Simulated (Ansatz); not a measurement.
# CH6Ge: the cost of one run

Program: Ansatz 0.2.0. Level of theory: the levels named in each step. These are calculated values, not measurements.

### 1 The system as given

Bond lengths: C1–Ge2 1.958 Å, C1–H3 1.088 Å, C1–H4 1.086 Å, C1–H5 1.088 Å, Ge2–H6 1.494 Å, Ge2–H7 1.494 Å, Ge2–H8 1.494 Å. Angles: C1–Ge2–H6 111.4°, C1–Ge2–H7 111.4°, C1–Ge2–H8 111.4°, H6–Ge2–H7 107.5°, H6–Ge2–H8 107.5°, H7–Ge2–H8 107.5°, Ge2–C1–H3 110.7°, Ge2–C1–H4 110.8°, Ge2–C1–H5 110.7°, H3–C1–H4 108.1°, H3–C1–H5 108.2°, H4–C1–H5 108.1°.

Structure file:

```xyz
8

C    -1.6279   -0.1896    0.0232
Ge    0.3171    0.0369   -0.0045
H    -2.0873    0.5094    0.7182
H    -1.8951   -1.1964    0.3308
H    -2.0503   -0.0139   -0.9636
H     0.6991    1.4229   -0.4114
H     0.9626   -0.9067   -0.9665
H     0.9150   -0.2160    1.3412
```

### 2 A rough first relaxation, PBE-D4/def2-SVP

This run stands in another session on the same molecule. It ended at:

```xyz
8

C    -1.6324   -0.1898    0.0232
Ge    0.3223    0.0376   -0.0046
H    -2.0922    0.5234    0.7343
H    -1.8955   -1.2189    0.3350
H    -2.0550   -0.0067   -0.9836
H     0.6952    1.4831   -0.4314
H     0.9705   -0.9535   -1.0087
H     0.9204   -0.2283    1.4033
```

### 3 Relaxation, B2PLYP/def2-TZVPP

Contents of input.yaml:

```yaml
crystal:
  periodic: [false, false, false]
  atoms:
    - { symbol: C, position_ang: [-1.63236362, -0.18977475, 0.02318909] }
    - { symbol: Ge, position_ang: [0.322312, 0.03762118, -0.00458469] }
    - { symbol: H, position_ang: [-2.09224569, 0.52336295, 0.73430209] }
    - { symbol: H, position_ang: [-1.89548799, -1.21894741, 0.33504295] }
    - { symbol: H, position_ang: [-2.05496571, -0.00671907, -0.98360718] }
    - { symbol: H, position_ang: [0.6952038, 1.48312037, -0.43143653] }
    - { symbol: H, position_ang: [0.97048286, -0.95352572, -1.00866433] }
    - { symbol: H, position_ang: [0.92037436, -0.22834756, 1.40333863] }
basis:
  gaussian: { orbitals: def2-TZVPP }
hamiltonian:
  xc: { name: B2PLYP }
relax:
  f_tol: 0.002
  max_steps: 150
```

Run with:

```console
$ ansatz run input.yaml --threads 4 --pin off --max-ram 10240MiB --backend cpu --events-out ev --progress --plain --runs-dir out
```

What time and memory should one allow on 4 threads of Intel Xeon at 2.50GHz (Skylake/Cascade Lake), shared host?

About 1.8 min, with a peak of 0.55 GiB.
